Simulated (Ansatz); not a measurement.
**C8H20Si: basis-set convergence**

How large a basis does C8H20Si need? Two functionals are run in growing sets.

Computed with Ansatz 0.2.0, Gaussian basis. Level: one geometry, several basis sets.

Levels to be run: PBE0-D4/def2-SVP; ωB97M-V/def2-SVP; PBE0-D4/def2-QZVPP; ωB97M-V/def2-QZVPP; the functionals' def2-TZVPP values are taken from earlier runs.

### Step 1. Structure used throughout

All runs share one geometry, relaxed beforehand with PBE0-D4/def2-TZVP.

SMILES `CC(C)C[SiH2]CC(C)C`, 29 atoms, charge 0, spin multiplicity 1.

Atoms are counted from 1 here; the program's logs count them from 0.

Bond lengths: C1–C2 1.522 Å, C1–H10 1.095 Å, C1–H11 1.093 Å, C1–H12 1.093 Å, C2–C3 1.522 Å, C2–C4 1.531 Å, C2–H13 1.098 Å, C3–H14 1.093 Å, C3–H15 1.095 Å, C3–H16 1.094 Å, C4–Si5 1.881 Å, C4–H17 1.098 Å, C4–H18 1.098 Å, Si5–C6 1.881 Å, Si5–H19 1.491 Å, Si5–H20 1.493 Å, C6–C7 1.531 Å, C6–H21 1.098 Å and more. Angles: C2–C1–H10 110.6°, C2–C1–H11 111.1°, C2–C1–H12 112.0°, H10–C1–H11 107.7°, H10–C1–H12 107.5°, H11–C1–H12 107.8°, C1–C2–C3 110.6°, C1–C2–C4 111.7°, C1–C2–H13 107.8°, C3–C2–C4 110.8°, C3–C2–H13 107.8°, C4–C2–H13 107.8°, C2–C3–H14 111.3°, C2–C3–H15 110.6°, C2–C3–H16 111.4°, H14–C3–H15 107.7°, H14–C3–H16 108.0°, H15–C3–H16 107.7° and more.

### Step 2. PBE0-D4 in def2-SVP

File in.yaml:

```yaml
crystal:
  periodic: [false, false, false]
  atoms:
    - {symbol: C, position_ang: [-0.147732, 2.092027, -2.534091]}
    - {symbol: C, position_ang: [-1.252224, 1.176128, -2.025924]}
    - {symbol: C, position_ang: [-1.833019, 0.353233, -3.167565]}
    - {symbol: C, position_ang: [-0.760764, 0.268449, -0.895557]}
    - {symbol: Si, position_ang: [-0.180788, 1.128031, 0.674049]}
    - {symbol: C, position_ang: [-0.026463, -0.107202, 2.084856]}
    - {symbol: C, position_ang: [0.774359, -1.378079, 1.787394]}
    - {symbol: C, position_ang: [0.711227, -2.344082, 2.962556]}
    - {symbol: C, position_ang: [2.220200, -1.064878, 1.429444]}
    - {symbol: H, position_ang: [0.693821, 1.504692, -2.916235]}
    - {symbol: H, position_ang: [-0.507322, 2.726604, -3.347998]}
    - {symbol: H, position_ang: [0.236889, 2.744788, -1.746785]}
    - {symbol: H, position_ang: [-2.055115, 1.808353, -1.624597]}
    - {symbol: H, position_ang: [-2.648959, -0.286683, -2.821561]}
    - {symbol: H, position_ang: [-1.065331, -0.293584, -3.604789]}
    - {symbol: H, position_ang: [-2.221280, 0.994403, -3.963811]}
    - {symbol: H, position_ang: [-1.566130, -0.417111, -0.601763]}
    - {symbol: H, position_ang: [0.051224, -0.370535, -1.267531]}
    - {symbol: H, position_ang: [1.113563, 1.833539, 0.449227]}
    - {symbol: H, position_ang: [-1.179526, 2.170469, 1.056131]}
    - {symbol: H, position_ang: [0.409904, 0.407271, 2.950831]}
    - {symbol: H, position_ang: [-1.046019, -0.379982, 2.384329]}
    - {symbol: H, position_ang: [0.313949, -1.874966, 0.923382]}
    - {symbol: H, position_ang: [-0.321754, -2.602424, 3.209304]}
    - {symbol: H, position_ang: [1.249054, -3.271327, 2.746218]}
    - {symbol: H, position_ang: [1.163601, -1.895692, 3.852930]}
    - {symbol: H, position_ang: [2.716979, -0.544488, 2.254612]}
    - {symbol: H, position_ang: [2.295844, -0.424671, 0.546751]}
    - {symbol: H, position_ang: [2.781917, -1.980183, 1.226693]}
basis:
  gaussian: {orbitals: def2-SVP}
hamiltonian: {xc: pbe0, dispersion: d4}
output: {orbitals: {seedname: orbitals}}
```

Started as:

```console
$ ansatz run in.yaml --threads 4 --pin off --events-out ev --progress --plain --max-ram 41984MiB --backend cpu
```

Further steps of the session: ωB97M-V in def2-SVP; PBE0-D4 in def2-QZVPP; ωB97M-V in def2-QZVPP.

Before running them: what should the planned runs give, taken together? Wanted: PBE0-D4: double and triple zeta above quadruple; ωB97M-V: double and triple zeta above quadruple.

**Answer**, as computed:

| quantity | value |
| --- | --- |
| PBE0-D4: double and triple zeta above quadruple | 12.74, 0.76 eV |
| ωB97M-V: double and triple zeta above quadruple | 13.39, 0.73 eV |

**Reading.** For PBE0-D4 the step from double to triple zeta gains 11.98 eV and the next only 0.76 eV. These are total energies; as a rule much of such shifts cancels in differences, which this series doesn't test. The LUMO of ωB97M-V is positive and keeps falling with the basis (3.02 to 1.67 eV): an unbound level that the basis holds in place.
